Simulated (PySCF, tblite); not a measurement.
**C7H12NP: geometry, infrared bands and NMR shifts**

Aim: predict the infrared bands and NMR shifts of C7H12NP (`CCP(CC#N)C1CC1`).

The runs use tblite 0.8.0 and PySCF 2.14.0, with density-fitted response routines of our own; the level of theory stands in each step. All values are computed, except where a source is named. Atoms are numbered from 0 throughout.

## (1) Starting geometry

21 atoms, charge 0, multiplicity 1; geometry from: force field or distance geometry start.

Bonds of the start (Å): C0–C1 1.53, C1–P2 1.84, P2–C3 1.87, C3–C4 1.47, C4–N5 1.16, P2–C6 1.84, C6–C7 1.50, C7–C8 1.50, C8–C6 1.50, C0–H9 1.10, C0–H10 1.09, C0–H11 1.10, C1–H12 1.08, C1–H13 1.10, C3–H14 1.10, C3–H15 1.08, C6–H16 1.08, C7–H17 1.10, C7–H18 1.08, C8–H19 1.08, C8–H20 1.09.

## (2) Relaxing the molecule with GFN2-xTB

The job: settings as JSON, then the geometry in Å.

```
{"job": {"kind": "relax", "xc": "GFN2-xTB", "basis": "xTB"}, "charge": 0, "multiplicity": 1}
C      2.017500    -1.524900     0.103900
C      1.644200    -0.104900    -0.334900
P      0.178100     0.539100     0.575000
C     -0.047100     2.171600    -0.299600
C      1.005000     3.103300     0.120700
N      1.833500     3.859400     0.403800
C     -1.165100    -0.415600    -0.248900
C     -1.690500    -1.613800     0.491600
C     -2.524400    -0.374800     0.386900
H      1.208000    -2.235100    -0.130400
H      2.911700    -1.853900    -0.416200
H      2.197200    -1.581400     1.183500
H      1.471400    -0.086800    -1.396500
H      2.506700     0.545200    -0.122800
H     -1.030000     2.585400    -0.028300
H     -0.032100     2.024700    -1.364600
H     -1.121300    -0.473400    -1.325000
H     -1.998800    -2.484300    -0.100600
H     -1.293200    -1.874800     1.465800
H     -3.388700    -0.393400    -0.262700
H     -2.691000     0.205500     1.298700
```

The run is started by

```console
$ OMP_NUM_THREADS=1 python probes_run.py task.json out
```

One launch serves the whole session: the jobs run in the order shown.

**Question.** This job is followed by: GFN2-xTB harmonic vibrations, gas phase; GIAO PBE0/pcSseg-1 NMR shielding, non-relativistic, gas phase. Predict these results of the whole session: strongest single infrared mode (GFN2-xTB); zero-point energy (GFN2-xTB); ¹³C shifts against TMS (PBE0/pcSseg-1, means over atoms taken as alike); ¹H shifts against TMS (PBE0/pcSseg-1, means over atoms taken as alike); ³¹P shifts against H3PO4 (PBE0/pcSseg-1); ¹⁵N shifts against NH3 (PBE0/pcSseg-1).

The runs gave:

| quantity | value |
| --- | --- |
| strongest single infrared mode (GFN2-xTB) | 2399 cm⁻¹, 280 km/mol |
| zero-point energy (GFN2-xTB) | 107.8 kcal/mol |
| ¹³C shifts against TMS (PBE0/pcSseg-1, means over atoms taken as alike) | 121.9, 30.2, 18.3, 15.3, 12.2, 5.0 ppm |
| ¹H shifts against TMS (PBE0/pcSseg-1, means over atoms taken as alike) | 2.32, 1.87, 1.36, 0.76, 0.36, 0.19 ppm |
| ³¹P shifts against H3PO4 (PBE0/pcSseg-1) | -21.2 ppm |
| ¹⁵N shifts against NH3 (PBE0/pcSseg-1) | 299.9 ppm |

In words: Relaxing lowered the energy by 0.115 eV in 79 steps; the close pair that moved most is C3–C4, from 1.467 to 1.431 Å. All 57 modes are real, so the xTB geometry is a minimum. The strongest single mode, at 2399 cm⁻¹, moves mainly C4 and N5. GFN2-xTB is a fitted tight-binding method: band positions and strengths are rough. Its intensities can rank the bands wrongly. The most deshielded carbon is C4 (nitrile carbon), at 121.9 ppm: typical of a nitrile. At PBE0/pcSseg-1: Shielding is most anisotropic at N5 (span 502 ppm, paramagnetic term -372 ppm).
